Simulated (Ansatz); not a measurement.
# SrSi2Au: the cost of one run

Method: DFT PBE, scalar-relativistic, plane waves, PAW, in Ansatz 0.2.0.

1 further run of the same task is left out (it didn't finish).

## Step 1: The starting structure

The structure is orthorhombic, space group Pmmm (No. 47). Conventional cell: a = 4.193 Å, b = 4.722 Å, c = 5.002 Å, α = 90.00°, β = 90.00°, γ = 90.00°. Sr (site symmetry mmm) is surrounded by 8 Si at 3.37 Å and 4 Au at 3.44 Å. Si (site symmetry mm2) has 2 Si at 2.34 to 2.67 Å and 2 Au at 2.48 Å and 4 Sr at 3.37 Å as nearest neighbours. Au (site symmetry mmm) is surrounded by 4 Si at 2.48 Å.

Structure file:

```cif
data_structure
_symmetry_space_group_name_H-M 'Pmmm'
_symmetry_Int_Tables_number 47
_cell_length_a 4.1930
_cell_length_b 4.7216
_cell_length_c 5.0020
_cell_angle_alpha 90.000
_cell_angle_beta 90.000
_cell_angle_gamma 90.000
_cell_volume 99.03
loop_
_atom_site_label
_atom_site_type_symbol
_atom_site_symmetry_multiplicity
_atom_site_Wyckoff_symbol
_atom_site_fract_x
_atom_site_fract_y
_atom_site_fract_z
_atom_site_occupancy
Sr1 Sr 1 e 0.00000 0.50000 0.00000 1
Si1 Si 2 s 0.50000 0.00000 0.76643 1
Au1 Au 1 c 0.00000 0.00000 0.50000 1
```

It is the end of an earlier relaxation with the same method, from a generated guess; it is a trial structure. At a tolerance of 0.05 Å it has space group Pmmm (No. 47); it has 24.76 Å³/atom, an uncorrected energy of -0.37 eV/atom over the elements.

## Step 2: Bands, states and charges

Contents of input.yaml:

```yaml
crystal:
  lattice:
    - [4.1930079, 0.0, 0.0]
    - [0.0, 4.7216379, 0.0]
    - [0.0, 0.0, 5.0019789]
  atoms:
    - { symbol: Sr, position: [0.0, 0.5, 0.0] }
    - { symbol: Si, position: [0.5, 0.0, 0.766435] }
    - { symbol: Si, position: [0.5, 0.0, 0.233565] }
    - { symbol: Au, position: [0.0, 0.0, 0.5] }
basis:
  ecutwfc: 420
kpoints:
  mp_grid: { grid: [12, 10, 10] }
  band_path:
    path:
      - [[0.0, 0.0, 0.0], [0.5, 0.0, 0.0], [0.5, 0.5, 0.0], [0.0, 0.5, 0.0], [0.0, 0.0, 0.0], [0.0, 0.0, 0.5], [0.5, 0.0, 0.5], [0.5, 0.5, 0.5], [0.0, 0.5, 0.5], [0.0, 0.0, 0.5]]
      - [[0.5, 0.0, 0.0], [0.5, 0.0, 0.5]]
      - [[0.0, 0.5, 0.0], [0.0, 0.5, 0.5]]
      - [[0.5, 0.5, 0.0], [0.5, 0.5, 0.5]]
    npoints: 14
hamiltonian:
  xc: pbe
scf:
  occupations: { method: gaussian, width: 0.1 }
  n_extra_bands: 10
output:
  forces: true
  stress: true
  eigenvalues: true
  populations: true
  dos: { projected: true, de: 0.02, nscf_kmesh: { grid: [15, 12, 12] } }
  bader: true
  write_density: true
  write_potential: true
  elf: true
  volumetric_format: npy
```

Command:

```console
ansatz run input.yaml --threads 1 --pin off --max-ram 3072MiB --backend cpu --events-out ev --progress --plain --runs-dir out
```

Q: Estimate wall time and peak memory on 1 thread of Arm Neoverse V2, shared host.

About 1.7 min, with a peak of 0.94 GiB.
